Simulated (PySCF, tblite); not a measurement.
**C₆H₉NO₂− (doublet): geometry, infrared bands and EPR parameters**

Aim: predict the infrared bands and EPR parameters of C₆H₉NO₂− (doublet) (`N[C]([O-])CC/C=C\C=O`).

The runs use tblite 0.8.0 and PySCF 2.14.0, with density-fitted response routines of our own; the level of theory stands in each step. All values are computed, except where a source is named. Atoms are numbered from 0 throughout.

### Step 1. Starting geometry

18 atoms, charge -1, multiplicity 2; geometry from: force field or distance geometry start.

Bonds of the start (Å): N0–C1 1.43, C1–O2 1.26, C1–C3 1.49, C3–C4 1.54, C4–C5 1.51, C5–C6 1.35, C6–C7 1.49, C7–O8 1.22, N0–H9 1.03, N0–H10 1.02, C3–H11 1.11, C3–H12 1.08, C4–H13 1.09, C4–H14 1.09, C5–H15 1.07, C6–H16 1.08, C7–H17 1.11.

### Step 2. Optimising the geometry with GFN2-xTB

Job settings and geometry (Å):

```
{"job": {"kind": "relax", "xc": "GFN2-xTB", "basis": "xTB"}, "charge": -1, "multiplicity": 2}
N     -1.745600     1.604700    -0.066000
C     -1.536300     0.261400     0.387300
O     -1.790600     0.064800     1.600500
C     -1.247700    -0.899300    -0.508900
C      0.207100    -1.391600    -0.409800
C      1.186100    -0.464100    -1.089700
C      1.995500     0.436600    -0.501300
C      2.016700     0.732200     0.956800
O      2.936900     1.378000     1.439400
H     -2.723100     1.655700    -0.377400
H     -1.772900     2.148900     0.797700
H     -1.913500    -1.750400    -0.249000
H     -1.491900    -0.637600    -1.528100
H      0.498400    -1.595600     0.618000
H      0.276100    -2.349100    -0.928700
H      1.230900    -0.543900    -2.157900
H      2.678700     1.039000    -1.081500
H      1.186500     0.316700     1.560600
```

The run is started by

```console
$ OMP_NUM_THREADS=1 python probes_run.py task.json out
```

One launch serves the whole session: the jobs run in the order shown.

**Question.** This job is followed by: GFN2-xTB harmonic vibrations, gas phase; UKS B3LYP, pcH-1 on C H N O, non-relativistic, mean-field spin-orbit, GIAO. What will the session give for the following? strongest single infrared mode (GFN2-xTB); zero-point energy (GFN2-xTB); g(iso) (B3LYP); ⟨S²⟩; largest a(iso) (averaged by class).

As calculated:

| quantity | value |
| --- | --- |
| strongest single infrared mode (GFN2-xTB) | 1708 cm⁻¹, 1015 km/mol |
| zero-point energy (GFN2-xTB) | 86.1 kcal/mol |
| g(iso) (B3LYP) | 2.00405 |
| ⟨S²⟩ | 0.757 (exact 0.75) |
| largest a(iso) (averaged by class) | 13C on C5, 59.3 MHz |

What this shows: The optimisation took 157 steps and gained 1.207 eV; among the close pairs (by a distance rule), C6–C7 changed most, from 1.488 to 1.395 Å. No mode is imaginary among the 48: a minimum at this level. The strongest single mode, at 1708 cm⁻¹, moves mainly C1. GFN2-xTB is a fitted tight-binding method: band positions and strengths are rough. Its intensities can rank the bands wrongly. C5 carries the largest spin population, 0.38 e. The isotropic g lies 1.7 ppt above the free-electron value. The records flag this anion as possibly unbound in the gas phase, so the basis may hold the extra electron. These values are for one conformer; the search (at its own cheap level) found 2 more, at 0.39, 4.24 kcal/mol, and measured spectra average over such forms.
